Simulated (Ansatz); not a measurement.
# BH6NOSi2: a ladder of functionals and wavefunction methods

How much do the methods differ for BH6NOSi2? The plan is to run it at one geometry with functionals of several rungs and with coupled cluster. The yardstick is the atomisation energy at the CCSD(T) limit.

The runs use Ansatz 0.2.0, Gaussian basis; functionals in def2-TZVPP, the program's frozen cores in correlated methods.

The runs, in order: PBE-D4, r2SCAN-D4, PBE0-D4, B3LYP-D4, ωB97X-V, ωB97M-V, B2PLYP; CCSD(T)/def2-TZVPP; MP2/def2-QZVPP; extrapolation to the limit.

## (1) The relaxed structure

The geometry comes from an earlier relaxation with PBE0-D4 in a triple-zeta def2 set; it is a stationary point, not always the lowest conformer.

11 atoms, charge 0, spin multiplicity 1.

Atoms are counted from 1 here; the program's logs count them from 0.

Bond lengths: Si1–O2 1.651 Å, Si1–H6 1.483 Å, Si1–H7 1.484 Å, Si1–H8 1.483 Å, O2–B3 1.346 Å, B3–N4 1.387 Å, B3–Si5 1.933 Å, N4–Si5 1.759 Å, N4–H9 1.009 Å, Si5–H10 1.488 Å, Si5–H11 1.488 Å. Angles: O2–Si1–H6 108.1°, O2–Si1–H7 110.5°, O2–Si1–H8 108.4°, H6–Si1–H7 110.2°, H6–Si1–H8 109.6°, H7–Si1–H8 110.1°, Si1–O2–B3 131.9°, O2–B3–N4 136.7°, O2–B3–Si5 161.9°, N4–B3–Si5 61.4°, B3–N4–Si5 74.8°, B3–N4–H9 139.1°, Si5–N4–H9 146.1°, B3–Si5–N4 43.8°, B3–Si5–H10 125.8°, B3–Si5–H11 125.8°, N4–Si5–H10 115.7°, N4–Si5–H11 115.7° and more.

## (2) PBE-D4 (GGA)

in.yaml reads:

```yaml
crystal:
  periodic: [false, false, false]
  atoms:
    - {symbol: Si, position_ang: [-2.157054, 0.414983, 0.688863]}
    - {symbol: O, position_ang: [-0.626037, -0.115419, 1.007691]}
    - {symbol: B, position_ang: [0.472973, -0.206206, 0.235323]}
    - {symbol: N, position_ang: [1.782678, -0.634965, 0.390311]}
    - {symbol: Si, position_ang: [1.666442, -0.101792, -1.281724]}
    - {symbol: H, position_ang: [-2.482336, 1.491114, 1.655529]}
    - {symbol: H, position_ang: [-2.248888, 0.929586, -0.700501]}
    - {symbol: H, position_ang: [-3.093163, -0.720039, 0.875069]}
    - {symbol: H, position_ang: [2.378376, -1.022881, 1.105884]}
    - {symbol: H, position_ang: [2.511420, 1.067887, -1.645458]}
    - {symbol: H, position_ang: [1.861089, -1.159469, -2.310286]}
basis:
  gaussian: {orbitals: def2-TZVPP}
hamiltonian: {xc: pbe, dispersion: d4}
output: {forces: true, orbitals: {seedname: orbitals}}
```

Launch:

```bash
$ ansatz run in.yaml --threads 4 --pin off --events-out ev --progress --plain --max-ram 10444MiB
```

Log, shortened:

```text
Functional definition: PBE
  name "PBE"
  cite "Perdew, Burke & Ernzerhof, Phys. Rev. Lett. 77, 3865 (1996) doi:10.1103/PhysRevLett.77.3865"
  parent pbe
[...]
1405 factors; their error is unknown
[...]
mean field -20057.32003726 eV, -737.0929160294 hartree, gradient 2.6e-5 eV, S^2 0.000000; 0 other end points of the search recorded, 0 dependent functions left out
[...]
reference -20057.32008781 eV, -737.0929178872 hartree; 27, 27 occupied and 234, 234 virtual orbitals, 1405 factors
Total energy: -20057.55780453 eV, -737.1016538153 hartree
Atom 0 at    -2.157054     0.414983     0.688863 Å, force    -0.323151     0.116975    -0.081890 eV/Å
Atom 1 at    -0.626037    -0.115419     1.007691 Å, force     0.071857    -0.129821     0.375926 eV/Å
Atom 2 at     0.472973    -0.206206     0.235323 Å, force    -0.035704     0.061834    -0.173150 eV/Å
Atom 3 at     1.782678    -0.634965     0.390311 Å, force     0.129866    -0.078815     0.138504 eV/Å
Atom 4 at     1.666442    -0.101792    -1.281724 Å, force    -0.067369     0.125282    -0.353768 eV/Å
Atom 5 at    -2.482336     1.491114     1.655529 Å, force    -0.036339     0.115216     0.106842 eV/Å
Atom 6 at    -2.248888     0.929586    -0.700501 Å, force    -0.020218     0.059390    -0.153674 eV/Å
Atom 7 at    -3.093163    -0.720039     0.875069 Å, force    -0.102747    -0.122586     0.023044 eV/Å
Atom 8 at     2.378376    -1.022881     1.105884 Å, force     0.243945    -0.151478     0.267778 eV/Å
Atom 9 at     2.511420     1.067887    -1.645458 Å, force     0.107363     0.130017    -0.036509 eV/Å
Atom 10 at     1.861089    -1.159469    -2.310286 Å, force     0.032497    -0.126014    -0.113106 eV/Å
Dipole moment:     0.034574    -0.041561     0.102634 e Å
```

Wall time 1 s (4 threads of AMD EPYC 9R45, shared host); peak memory 0.36 GiB.

Atomisation energy: 3954.7 kJ/mol (free atoms -20016.570 eV, run apart). HOMO -5.82 eV, LUMO -1.13 eV.

## (3) r2SCAN-D4 (meta-GGA)

Edit in.yaml of step 2 so:

```diff
@@ -16,3 +16,3 @@
   gaussian: {orbitals: def2-TZVPP}
-hamiltonian: {xc: pbe, dispersion: d4}
+hamiltonian: {xc: r2scan, dispersion: d4}
 output: {forces: true, orbitals: {seedname: orbitals}}
```

The command is unchanged.

Log, shortened:

```text
Functional definition: r2SCAN
  name "r2SCAN"
  cite "Furness, Kaplan, Ning, Perdew & Sun, J. Phys. Chem. Lett. 11, 8208 (2020) doi:10.1021/acs.jpclett.0c02405"
  cite "Furness, Kaplan, Ning, Perdew & Sun, J. Phys. Chem. Lett. 11, 9248 (2020) doi:10.1021/acs.jpclett.0c03077"
  parent r2scan
[...]
1405 factors; their error is unknown
[...]
mean field -20067.08482812 eV, -737.4517654748 hartree, gradient 1.2e-5 eV, S^2 0.000000; 0 other end points of the search recorded, 0 dependent functions left out
[...]
reference -20067.08484400 eV, -737.4517660585 hartree; 27, 27 occupied and 234, 234 virtual orbitals, 1405 factors
Total energy: -20067.14430696 eV, -737.4539512817 hartree
Atom 0 at    -2.157054     0.414983     0.688863 Å, force    -0.080834     0.026210    -0.007963 eV/Å
Atom 1 at    -0.626037    -0.115419     1.007691 Å, force    -0.075107    -0.010408     0.109713 eV/Å
Atom 2 at     0.472973    -0.206206     0.235323 Å, force    -0.009366     0.026615    -0.082147 eV/Å
Atom 3 at     1.782678    -0.634965     0.390311 Å, force     0.069729    -0.037141     0.057383 eV/Å
Atom 4 at     1.666442    -0.101792    -1.281724 Å, force     0.020997     0.031232    -0.126089 eV/Å
Atom 5 at    -2.482336     1.491114     1.655529 Å, force     0.002699    -0.026435    -0.025223 eV/Å
Atom 6 at    -2.248888     0.929586    -0.700501 Å, force    -0.007124    -0.009339     0.032328 eV/Å
Atom 7 at    -3.093163    -0.720039     0.875069 Å, force     0.018497     0.030698    -0.004779 eV/Å
Atom 8 at     2.378376    -1.022881     1.105884 Å, force     0.046724    -0.026053     0.041485 eV/Å
Atom 9 at     2.511420     1.067887    -1.645458 Å, force     0.003294    -0.015089    -0.000969 eV/Å
Atom 10 at     1.861089    -1.159469    -2.310286 Å, force     0.010491     0.009711     0.006261 eV/Å
Dipole moment:     0.040812    -0.041909     0.097813 e Å
```

It took 1.6 s on 4 threads of AMD EPYC 9R45, shared host; peak memory 0.4 GiB.

With the free atoms at this level, -20026.450 eV in sum, the atomisation energy is 3926.4 kJ/mol. HOMO -6.02 eV, LUMO -0.79 eV.

## (4) PBE0-D4 (hybrid)

Edit in.yaml of step 3 so:

```diff
@@ -16,3 +16,3 @@
   gaussian: {orbitals: def2-TZVPP}
-hamiltonian: {xc: r2scan, dispersion: d4}
-output: {forces: true, orbitals: {seedname: orbitals}}
+hamiltonian: {xc: pbe0, dispersion: d4}
+output: {orbitals: {seedname: orbitals}}
```

Same command.

Log:

```text
Functional definition: PBE0
  name "PBE0"
  cite "Adamo & Barone, J. Chem. Phys. 110, 6158 (1999) doi:10.1063/1.478522"
  cite "Perdew, Burke & Ernzerhof, Phys. Rev. Lett. 77, 3865 (1996) doi:10.1103/PhysRevLett.77.3865"
  parent pbe
  parameter a = 0.25
  parameter kappa = 0.804
  parameter beta = 0.06672455060314922
  exchange = (1 - a)*pbe_x(kappa = kappa, mu = beta*pi^2/3) + a*exact_x
  correlation = pbe_c(beta = beta)
1411 factors; their error is unknown
mean field evaluation 1: about -20049.2825 eV, gradient 7.4e1 eV
mean field evaluation 2: about -20028.2960 eV, gradient 1.2e2 eV
mean field evaluation 4: about -20059.1059 eV, gradient 3.5e0 eV
mean field evaluation 8: about -20059.1811 eV, gradient 2.1e-1 eV
mean field evaluation 16: about -20059.1811 eV, gradient 2.8e-5 eV
mean field -20059.18113035 eV, -737.1613099390 hartree, gradient 2.8e-5 eV, S^2 0.000000; 0 other end points of the search recorded, 0 dependent functions left out
reference -20059.18116834 eV, -737.1613113353 hartree; 27, 27 occupied and 234, 234 virtual orbitals, 1411 factors
Total energy: -20059.38378596 eV, -737.1687573955 hartree
```

Run time: 1.1 s. Hardware: 4 threads of AMD EPYC 9R45, shared host; peak memory 0.67 GiB.

Atomisation energy: 3893.3 kJ/mol (free atoms -20019.032 eV, run apart). HOMO -6.94 eV, LUMO -0.29 eV.

## (5) B3LYP-D4 (hybrid)

B3LYP here takes the VWN-RPA correlation.

Edit in.yaml of step 4 so:

```diff
@@ -16,3 +16,3 @@
   gaussian: {orbitals: def2-TZVPP}
-hamiltonian: {xc: pbe0, dispersion: d4}
-output: {orbitals: {seedname: orbitals}}
+hamiltonian: {xc: {name: B3LYP}, dispersion: d4}
+output: {forces: true, orbitals: {seedname: orbitals}}
```

Launched as before.

Log, shortened:

```text
Functional definition: B3LYP
  name "B3LYP"
  cite "Stephens, Devlin, Chabalowski & Frisch, J. Phys. Chem. 98, 11623 (1994) doi:10.1021/j100096a001"
  cite "Becke, Phys. Rev. A 38, 3098 (1988) doi:10.1103/PhysRevA.38.3098"
  cite "Lee, Yang & Parr, Phys. Rev. B 37, 785 (1988) doi:10.1103/PhysRevB.37.785"
  cite "Vosko, Wilk & Nusair, Can. J. Phys. 58, 1200 (1980) doi:10.1139/p80-159"
[...]
1411 factors; their error is unknown
[...]
mean field -20072.25019335 eV, -737.6415891458 hartree, gradient 2.9e-5 eV, S^2 0.000000; 0 other end points of the search recorded, 0 dependent functions left out
[...]
reference -20072.25050167 eV, -737.6416004764 hartree; 27, 27 occupied and 234, 234 virtual orbitals, 1411 factors
Total energy: -20072.63462141 eV, -737.6557166164 hartree
Atom 0 at    -2.157054     0.414983     0.688863 Å, force    -0.212279     0.059459     0.006899 eV/Å
Atom 1 at    -0.626037    -0.115419     1.007691 Å, force    -0.009871    -0.003793     0.023373 eV/Å
Atom 2 at     0.472973    -0.206206     0.235323 Å, force     0.080746    -0.030252     0.022571 eV/Å
Atom 3 at     1.782678    -0.634965     0.390311 Å, force     0.042237    -0.029383     0.057807 eV/Å
Atom 4 at     1.666442    -0.101792    -1.281724 Å, force     0.084538     0.036930    -0.207300 eV/Å
Atom 5 at    -2.482336     1.491114     1.655529 Å, force     0.014608    -0.065321    -0.065851 eV/Å
Atom 6 at    -2.248888     0.929586    -0.700501 Å, force     0.001394    -0.032617     0.091143 eV/Å
Atom 7 at    -3.093163    -0.720039     0.875069 Å, force     0.053662     0.074848    -0.016183 eV/Å
Atom 8 at     2.378376    -1.022881     1.105884 Å, force    -0.002104    -0.006744     0.024723 eV/Å
Atom 9 at     2.511420     1.067887    -1.645458 Å, force    -0.046970    -0.071928     0.010504 eV/Å
Atom 10 at     1.861089    -1.159469    -2.310286 Å, force    -0.005961     0.068802     0.052314 eV/Å
Dipole moment:     0.030916    -0.029255     0.065104 e Å
```

Run time: 1.8 s. Hardware: 4 threads of AMD EPYC 9R45, shared host; peak memory 0.76 GiB.

Atomisation energy: 3923.7 kJ/mol (free atoms -20031.969 eV, run apart). HOMO -6.75 eV, LUMO -0.52 eV.

## (6) ωB97X-V (range-separated)

Edit in.yaml of step 5 so:

```diff
@@ -16,3 +16,3 @@
   gaussian: {orbitals: def2-TZVPP}
-hamiltonian: {xc: {name: B3LYP}, dispersion: d4}
-output: {forces: true, orbitals: {seedname: orbitals}}
+hamiltonian: {xc: {name: wB97X-V}}
+output: {orbitals: {seedname: orbitals}}
```

The command is unchanged.

Log, shortened:

```text
Functional definition: wB97X-V
  name "wB97X-V"
  cite "Mardirossian & Head-Gordon, Phys. Chem. Chem. Phys. 16, 9904 (2014) doi:10.1039/C3CP54374A"
  cite "Becke, J. Chem. Phys. 107, 8554 (1997) doi:10.1063/1.475007"
  cite "Vydrov & Van Voorhis, J. Chem. Phys. 133, 244103 (2010) doi:10.1063/1.3521275"
[...]
      + integral(e_c_pw_opposite_spin*poly(b97_u_opposite, cos0, cos1)) + vv10(b, c)
1411 factors; their error is unknown
333 factors; integrals over basis functions are off by at most 1.0e-5 eV
[...]
mean field -20067.00991014 eV, -737.4490122897 hartree, gradient 3.6e-5 eV, S^2 0.000000; 0 other end points of the search recorded, 0 dependent functions left out
reference -20067.00990754 eV, -737.4490121944 hartree; 27, 27 occupied and 234, 234 virtual orbitals, 1411 factors
Total energy: -20067.00990754 eV, -737.4490121944 hartree
```

Wall time 2.8 s (4 threads of AMD EPYC 9R45, shared host); peak memory 0.83 GiB.

With the free atoms at this level, -20026.121 eV in sum, the atomisation energy is 3945.2 kJ/mol. HOMO -9.22 eV, LUMO 1.68 eV.

## (7) ωB97M-V (range-separated)

Edit in.yaml of step 6 so:

```diff
@@ -16,3 +16,3 @@
   gaussian: {orbitals: def2-TZVPP}
-hamiltonian: {xc: {name: wB97X-V}}
-output: {orbitals: {seedname: orbitals}}
+hamiltonian: {xc: {name: wB97M-V}}
+output: {forces: true, orbitals: {seedname: orbitals}}
```

The command is unchanged.

Log, shortened:

```text
Functional definition: wB97M-V
  name "wB97M-V"
  cite "Mardirossian & Head-Gordon, J. Chem. Phys. 144, 214110 (2016) doi:10.1063/1.4952647"
  cite "Becke, J. Chem. Phys. 107, 8554 (1997) doi:10.1063/1.475007"
  cite "Vydrov & Van Voorhis, J. Chem. Phys. 133, 244103 (2010) doi:10.1063/1.3521275"
  # Of w^i u^j: cxij and so on, Table III.
[...]
  gx(w, u) = 1 - cx + cx01*u + cx10*w
  gss(w, u) = css00 + css04*u^4 + css10*w + css20*w^2 + css43*w^4*u^3
  gos(w, u) = cos00 + cos10*w + (cos20 + cos21*u)*w^2 + (cos60 + cos61*u)*w^6
[...]
      + integral(e_c_pw_mod_opposite_spin*gos(b97_w_opposite, b97_u_opposite)) + vv10(b, c)
1411 factors; their error is unknown
333 factors; integrals over basis functions are off by at most 1.0e-5 eV
[...]
Atom 1 at    -0.626037    -0.115419     1.007691 Å, force    -0.095060    -0.009772     0.127878 eV/Å
Atom 2 at     0.472973    -0.206206     0.235323 Å, force     0.120899     0.009713    -0.150984 eV/Å
Atom 3 at     1.782678    -0.634965     0.390311 Å, force     0.135781    -0.063314     0.079377 eV/Å
Atom 4 at     1.666442    -0.101792    -1.281724 Å, force     0.098899     0.021074    -0.167731 eV/Å
Atom 5 at    -2.482336     1.491114     1.655529 Å, force     0.036897    -0.128899    -0.123194 eV/Å
Atom 6 at    -2.248888     0.929586    -0.700501 Å, force     0.017503    -0.062024     0.161572 eV/Å
Atom 7 at    -3.093163    -0.720039     0.875069 Å, force     0.111597     0.140625    -0.027692 eV/Å
Atom 8 at     2.378376    -1.022881     1.105884 Å, force    -0.057107     0.029861    -0.043953 eV/Å
Atom 9 at     2.511420     1.067887    -1.645458 Å, force    -0.096267    -0.141717     0.036652 eV/Å
Atom 10 at     1.861089    -1.159469    -2.310286 Å, force    -0.017302     0.129080     0.117303 eV/Å
Dipole moment:     0.041782    -0.033446     0.068495 e Å
```

It took 3.7 s on 4 threads of AMD EPYC 9R45, shared host; peak memory 0.97 GiB.

Atomisation energy: 3937.2 kJ/mol (free atoms -20027.283 eV, run apart). HOMO -9.04 eV, LUMO 1.35 eV.

## (8) B2PLYP (double hybrid)

Edit in.yaml of step 7 so:

```diff
@@ -16,3 +16,2 @@
   gaussian: {orbitals: def2-TZVPP}
-hamiltonian: {xc: {name: wB97M-V}}
-output: {forces: true, orbitals: {seedname: orbitals}}
+hamiltonian: {xc: {name: B2PLYP}}
```

Launched as before.

Log, shortened:

```text
Functional definition: B2PLYP
  name "B2PLYP"
  cite "Grimme, J. Chem. Phys. 124, 034108 (2006) doi:10.1063/1.2148954"
  cite "Becke, Phys. Rev. A 38, 3098 (1988) doi:10.1103/PhysRevA.38.3098"
  cite "Lee, Yang & Parr, Phys. Rev. B 37, 785 (1988) doi:10.1103/PhysRevB.37.785"
[...]
1530 factors; integrals over basis functions are off by at most 9.0e-4 eV
[...]
mean field -20054.14460592 eV, -736.9762210803 hartree, gradient 7.9e-6 eV, S^2 0.000000; 0 other end points of the search recorded, 0 dependent functions left out
13 core orbitals not correlated: weight in the atoms' cores, before any rotation towards them, 1.000 or more for the frozen orbitals, at most 0.000 for the correlated occupied ones
reference -20054.14480076 eV, -736.9762282402 hartree; 14, 14 occupied and 234, 234 virtual orbitals, 1530 factors
second order -25.78354499 eV of doubles, -0.00000000 eV of singles
Total energy: -20061.10635790 eV, -737.2320607466 hartree
```

Run time: 1.9 s. Hardware: 4 threads of AMD EPYC 9R45, shared host; peak memory 0.68 GiB.

With the free atoms at this level, -20020.913 eV in sum, the atomisation energy is 3878.1 kJ/mol.

## (9) Orbital energies across the functionals

Dipoles come from the runs that computed forces. Levels are read from the orbital files that the runs wrote:

```tsv
functional	HOMO (eV)	LUMO (eV)	gap (eV)	dipole (D)
PBE-D4	-5.82	-1.13	4.69	0.56
r2SCAN-D4	-6.02	-0.79	5.23	0.55
PBE0-D4	-6.94	-0.29	6.64	
B3LYP-D4	-6.75	-0.52	6.23	0.37
ωB97X-V	-9.22	1.68	10.90	
ωB97M-V	-9.04	1.35	10.39	0.42
```

## (10) CCSD(T) in def2-TZVPP

Edit in.yaml of step 8 so:

```diff
@@ -16,2 +16,2 @@
   gaussian: {orbitals: def2-TZVPP}
-hamiltonian: {xc: {name: B2PLYP}}
+correlation: {method: ccsd_t}
```

Same command.

Log, shortened:

```text
Functional definition: HF
  name "HF"
  cite "Fock, Z. Phys. 61, 126 (1930) doi:10.1007/BF01340294"
  parent pbe
[...]
1530 factors; integrals over basis functions are off by at most 9.0e-4 eV
[...]
mean field -20014.97756894 eV, -735.5368590196 hartree, gradient 3.1e-6 eV, S^2 0.000000; 0 other end points of the search recorded, 0 dependent functions left out
13 core orbitals not correlated: weight in the atoms' cores, before any rotation towards them, 1.000 or more for the frozen orbitals, at most 0.000 for the correlated occupied ones
reference -20014.97756894 eV, -735.5368590196 hartree; 14, 14 occupied and 234, 234 virtual orbitals, 1530 factors
second order -21.13416517 eV of doubles, -0.00000000 eV of singles
cycle   1  -21.62874374 eV  change   -4.9e-1 eV  update   1.1e-1
[...]
cycle  10  -22.35105664 eV  change    7.5e-6 eV  update   1.3e-5
perturbative correction -0.89721888 eV, -0.0329721859 hartree
Total energy: -20038.22584447 eV, -736.3912173870 hartree
```

Run time: 37 s. Hardware: 4 threads of AMD EPYC 9R45, shared host; peak memory 5.9 GiB.

## (11) MP2 in def2-QZVPP

Edit in.yaml of step 10 so:

```diff
@@ -15,3 +15,3 @@
 basis:
-  gaussian: {orbitals: def2-TZVPP}
-correlation: {method: ccsd_t}
+  gaussian: {orbitals: "def2-QZVPP.json"}
+correlation: {method: mp2}
```

Launched as before.

Log:

```text
Functional definition: HF
  name "HF"
  cite "Fock, Z. Phys. 61, 126 (1930) doi:10.1007/BF01340294"
  parent pbe
  exchange = exact_x
  correlation = 0
2918 factors; integrals over basis functions are off by at most 8.3e-4 eV
mean field evaluation 1: about -20009.8853 eV, gradient 5.0e1 eV
mean field evaluation 2: about -20010.0318 eV, gradient 5.1e1 eV
mean field evaluation 4: about -20015.6028 eV, gradient 4.3e0 eV
mean field evaluation 8: about -20015.6888 eV, gradient 2.5e-1 eV
mean field -20015.68911338 eV, -735.5630077954 hartree, gradient 9.2e-7 eV, S^2 0.000000; 0 other end points of the search recorded, 0 dependent functions left out
13 core orbitals not correlated: weight in the atoms' cores, before any rotation towards them, 1.000 or more for the frozen orbitals, at most 0.000 for the correlated occupied ones
reference -20015.68911338 eV, -735.5630077954 hartree; 14, 14 occupied and 464, 464 virtual orbitals, 2918 factors
second order -22.71049563 eV of doubles, -0.00000000 eV of singles
Total energy: -20038.39960901 eV, -736.3976031160 hartree
```

It took 7.5 s on 4 threads of AMD EPYC 9R45, shared host; peak memory 3 GiB.

The pieces so far (eV):

```tsv
basis	HF	MP2 correlation	CCSD correlation	(T)	total
def2-TZVPP	-20014.9776	-21.1342	-22.3511	-0.8972	-20038.2258
def2-QZVPP	-20015.6891	-22.7105			-20038.3996 (MP2)
```

The report of the def2-TZVPP run gives T1 = 0.0133.

## (12) From triple and quadruple zeta to the limit

No new run: Hartree-Fock is extrapolated as exp(−7.88√X) and correlation as X^−2.97, with X = 3 and 4; only MP2 was run in the larger set, so CCSD(T) minus MP2 is added from the smaller one.

```tsv
level	energy at the limit (eV)
HF	-20015.7871
MP2	-20039.6653
CCSD	-20040.8822
CCSD(T)	-20041.7794
```

## (13) All levels against the reference

Free atoms (2 Si, 1 O, 1 B, 1 N, 6 H) were run apart at each level; the atomisation energy is their sum less the molecule, without zero-point or spin-orbit terms.

Differences are taken before rounding.

```tsv
method	rung	atoms, summed (eV)	atomisation energy (kJ/mol)	from CCSD(T)/CBS (kJ/mol)	time
PBE-D4	GGA	-20016.570	3954.7	+41.3	1 s
r2SCAN-D4	meta-GGA	-20026.450	3926.4	+12.9	1.6 s
PBE0-D4	hybrid	-20019.032	3893.3	-20.1	1.1 s
B3LYP-D4	hybrid	-20031.969	3923.7	+10.2	1.8 s
ωB97X-V	range-separated	-20026.121	3945.2	+31.7	2.8 s
ωB97M-V	range-separated	-20027.283	3937.2	+23.7	3.7 s
B2PLYP	double hybrid	-20020.913	3878.1	-35.4	1.9 s
HF/def2-TZVPP	wavefunction	-19985.436	2850.3	-1063.2	
MP2/def2-TZVPP	wavefunction	-19996.106	3859.9	-53.5	
CCSD/def2-TZVPP	wavefunction	-19998.558	3740.8	-172.7	
CCSD(T)/def2-TZVPP	wavefunction	-19998.868	3797.4	-116.0	37 s
MP2/CBS	wavefunction	-19998.457	3976.0	+62.5	
CCSD(T)/CBS	wavefunction	-20001.219	3913.5	0	44 s
```

Among the levels timed on like hardware and quicker than the yardstick, those that no quicker one beats, quickest first: PBE-D4 (1 s, +41.3 kJ/mol); PBE0-D4 (1.1 s, -20.1 kJ/mol); r2SCAN-D4 (1.6 s, +12.9 kJ/mol); B3LYP-D4 (1.8 s, +10.2 kJ/mol).

B2PLYP carry no dispersion term (for B3LYP, D4 adds 37.1 kJ/mol).

Times are those of the molecule's run; HF, MP2 and CCSD come out of the CCSD(T) runs, and the limit's time is the sum of the runs that it needs.

## (14) What came out

| quantity | value |
| --- | --- |
| atomisation energy, CCSD(T)/CBS | 3913.5 kJ/mol |
| functionals within 19.6 kJ/mol (0.5 %) | r2SCAN-D4, B3LYP-D4 |
| farthest | PBE-D4 (+41.3 kJ/mol) |
| mean size of error, hybrid | 15.2 kJ/mol |
| mean size of error, range-separated | 27.7 kJ/mol |
| gap, smallest and largest | 4.69 eV (PBE-D4), 10.90 eV (ωB97X-V) |
| T1 diagnostic | 0.0133 |
| triples share of the correlation energy | 3.9 % |

PBE-D4 misses by +41.3 kJ/mol. Double hybrids carry the basis error of their MP2 part in triple zeta, and no dispersion term here, so their miss is partly the set-up's. The reference freezes the cores and leaves out relativity and excitations past (T), so misses under about 19.6 kJ/mol can't be ranked. Hartree-Fock recovers 73 % of the binding; the rest is correlation. Orbital gaps span 4.7 to 10.9 eV; exact exchange widens them.

For cost: B3LYP-D4 gets within 10.2 kJ/mol in 1.8 s, where CCSD(T)/CBS took 44 s; the quickest level in the cost chart, PBE-D4, takes 1 s and misses by 41.3 kJ/mol.
